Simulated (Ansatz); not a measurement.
# (Cl)3Si-O-SiH3 (Cl₃H₃OSi₂): the relaxed shape and its frontier levels

What does (Cl)3Si-O-SiH3 (Cl₃H₃OSi₂) look like as a singlet, and where do its frontier electrons sit?

Computed with Ansatz 0.2.0, Gaussian basis. Level: RKS PBE0-D4/def2-TZVP.

The runs, in order: relaxation at PBE-D4/def2-SVP; a single point at PBE0-D4/def2-TZVP; harmonic vibrations at PBE-D4/def2-SVP.

2 further runs of the same task are left out: 2 set aside as unsound or not needed.

**1. Starting geometry**

9 atoms, charge 0, spin multiplicity 1.

Atoms are counted from 1 here; the program's logs count them from 0.

Bond lengths: Si1–Cl2 2.004 Å, Si1–Cl3 2.002 Å, Si1–Cl4 2.004 Å, Si1–O5 1.600 Å, O5–Si6 1.639 Å, Si6–H7 1.458 Å, Si6–H8 1.459 Å, Si6–H9 1.460 Å. Angles: Cl2–Si1–Cl3 111.2°, Cl2–Si1–Cl4 110.7°, Cl2–Si1–O5 108.2°, Cl3–Si1–Cl4 111.1°, Cl3–Si1–O5 106.9°, Cl4–Si1–O5 108.6°, Si1–O5–Si6 166.4°, O5–Si6–H7 103.3°, O5–Si6–H8 105.6°, O5–Si6–H9 105.8°, H7–Si6–H8 114.0°, H7–Si6–H9 113.9°, H8–Si6–H9 112.9°.

The start is a GFN2-xTB geometry.

**2. Optimising with PBE-D4/def2-SVP**

Contents of in.yaml:

```yaml
crystal:
  periodic: [false, false, false]
  atoms:
    - {symbol: Si, position_ang: [-0.924530, -1.039690, 0.627680]}
    - {symbol: Cl, position_ang: [-0.908340, -0.677400, 2.598560]}
    - {symbol: Cl, position_ang: [-0.408940, -2.934060, 0.236150]}
    - {symbol: Cl, position_ang: [-2.715020, -0.600490, -0.158130]}
    - {symbol: O, position_ang: [0.176920, -0.105780, -0.060460]}
    - {symbol: Si, position_ang: [1.043460, 1.129400, -0.700780]}
    - {symbol: H, position_ang: [2.332360, 0.515750, -0.997930]}
    - {symbol: H, position_ang: [0.302760, 1.558050, -1.882190]}
    - {symbol: H, position_ang: [1.101330, 2.154200, 0.337100]}
basis:
  gaussian: {orbitals: def2-SVP}
hamiltonian: {xc: pbe, dispersion: d4}
scf: {lower_state_search: "off"}
output: {orbitals: {seedname: orbitals}}
relax: {f_tol: 0.02, max_steps: 100}
```

Run with:

```bash
> ansatz run in.yaml --threads 2 --pin off --events-out ev --progress --plain --max-ram 31744MiB --backend cpu
```

The runs that follow: Single point, PBE0-D4/def2-TZVP; Vibrations by finite differences.

Q: Predict the results of all the runs planned. Wanted: point group; commonest bond, hydrogen aside; HOMO, LUMO at PBE0-D4/def2-TZVP; dipole at PBE-D4/def2-SVP; lowest, highest wavenumber.

**Answer**, as computed:

| quantity | value |
| --- | --- |
| point group | C1 |
| commonest bond, hydrogen aside | Cl–Si, 3 of mean length 2.055 Å |
| HOMO, LUMO at PBE0-D4/def2-TZVP | -9.32, -0.60 eV |
| dipole at PBE-D4/def2-SVP | 1.54 D |
| lowest, highest wavenumber | 5, 2209 cm⁻¹ |

The molecule keeps its bonding pattern by the stored test; the atoms moved 0.25 Å (rms), and the angle Si1–O5–Si6 went from 166° to 143°. All wavenumbers are real: a minimum at this level. The point group is read from a loosely relaxed geometry; soft torsions can leave it below the true symmetry.
